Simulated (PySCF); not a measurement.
**[OsS2]-: one geometry, several methods**

Aim: at the PBE0 minimum of doublet [OsS2]-, found before, compare methods on energies and levels.

The runs use PySCF 2.14.0; several methods, basis Os def2-SVPD with ECP60, S def2-SVPD, scalar-relativistic core potentials, no spin–orbit coupling, density fitting.

### Step 1. Where the work starts

3 atoms, charge -1, spin multiplicity 2.

Bond lengths: Os1–S2 2.125 Å, Os1–S3 2.125 Å. Angles: S2–Os1–S3 153.8°.

Z-matrix (Å, degrees; charge -1 multiplicity 2):
```
Os
S  1 2.1248
S  1 2.1248 2 153.78
```

### Step 2. PBE0

One driver script runs all steps and calls PySCF; scf.py shows the equivalent input of each level. Each SCF starts from the density of the minimum. The driver also runs the species with one electron less or more at the same geometry (one less: multiplicity 3); their logs are not shown.

scf.py reads:

```python
from pyscf import gto, scf, dft
mol = gto.M(atom='''
Os     0.011308     0.115143    -0.000000
S     -0.035792    -0.364438     2.069396
S     -0.035792    -0.364438    -2.069396''',
    basis={'Os': 'def2-SVPD', 'S': 'def2-SVPD'},
    ecp={'Os': 'def2-SVPD'},
    charge=-1, spin=1)
mf = dft.UKS(mol, xc='PBE0')
mf.grids.atom_grid = (99, 590)
aux = {'Os': 'def2-universal-JKFIT', 'S': 'def2-universal-JKFIT'}
mf = mf.density_fit(auxbasis=aux)
mf.kernel()
```

### Step 3. HF

Changes to scf.py since step 2:

```diff
@@ -9,2 +9 @@
-mf = dft.UKS(mol, xc='PBE0')
-mf.grids.atom_grid = (99, 590)
+mf = scf.UHF(mol)
```

### Step 4. MP2

Changes to scf.py since step 3:

```diff
@@ -12,0 +13,2 @@
+from pyscf.mp import dfump2
+dfump2.DFUMP2(mf, frozen=10).kernel()  # the driver gives MP2 a fitting basis of its own (RI)
```

### Step 5. PBE

Changes to scf.py since step 4:

```diff
@@ -9 +9,2 @@
-mf = scf.UHF(mol)
+mf = dft.UKS(mol, xc='PBE')
+mf.grids.atom_grid = (99, 590)
@@ -13,2 +13,0 @@
-from pyscf.mp import dfump2
-dfump2.DFUMP2(mf, frozen=10).kernel()  # the driver gives MP2 a fitting basis of its own (RI)
```

(Steps that only read results are left out.)

What does the calculation give? Wanted: vertical ionisation energy, range; orbital gap, range.

As calculated:

```
                         quantity                       value
vertical ionisation energy, range  2.18 (HF) to 3.48 (MP2) eV
               orbital gap, range  0.57 (PBE) to 8.07 (HF) eV
```

The vertical ionisation energy spreads over 1.30 eV, from HF to MP2; without a CCSD(T) value for it there is no yardstick here. Spin contamination is strong in at least one of the open-shell species at HF, MP2. Open d and f shells are described by one determinant, and the ground state may have another occupation or spin. With an element this heavy the missing spin–orbit coupling can shift these numbers.
